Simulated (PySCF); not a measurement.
# C8H14F2: the cost of one run

Computed with PySCF 2.14.0 and routines of our own; the level stands in each step. Atoms count from 0.

### 1 The starting structure

24 atoms, charge 0, multiplicity 1; geometry from: GFN2-xTB.

### 2 Vibronic structure: TDA HF/6-31G*

What the job is given:

```
{"job": {"kind": "vib", "xc": "HF", "basis": "6-31G*", "tda": true}, "charge": 0, "multiplicity": 1}
C      3.339981     0.327658    -0.412790
C      2.175266     0.189615    -1.016586
C      0.977347    -0.470358    -0.406312
C     -0.191826     0.518827    -0.291963
C      0.174336     1.651230     0.672178
F      0.668541     1.176266     1.863391
C     -1.535184    -0.147381     0.078845
C     -1.557264    -0.790802     1.458446
C     -2.010223    -1.122431    -0.995597
F     -2.476256     0.895403     0.095858
H      3.503346    -0.035369     0.588468
H      4.177317     0.807550    -0.890508
H      2.030148     0.570315    -2.020212
H      1.233614    -0.849745     0.583036
H      0.682417    -1.309494    -1.039625
H     -0.347892     0.998129    -1.266065
H     -0.698346     2.265196     0.911743
H      0.965785     2.272276     0.241993
H     -1.340179    -0.056297     2.228010
H     -2.544422    -1.205845     1.648696
H     -0.822345    -1.587432     1.513215
H     -1.928203    -0.673123    -1.982658
H     -3.055453    -1.363964    -0.816322
H     -1.432239    -2.040462    -0.966274
```

Method: TDA HF/6-31G* vertical-gradient vibronic structure (displaced harmonic oscillators, Condon), gas phase.

Started as:

```sh
$ OMP_NUM_THREADS=1 python excited_run.py task.json out
```

This one command runs all jobs of the session in turn.

**Question.** How long does this first job take on 1 thread of Intel Xeon at 2.60GHz, shared host, and how much memory does it need?

About 34 s, with a peak of 0.78 GiB.
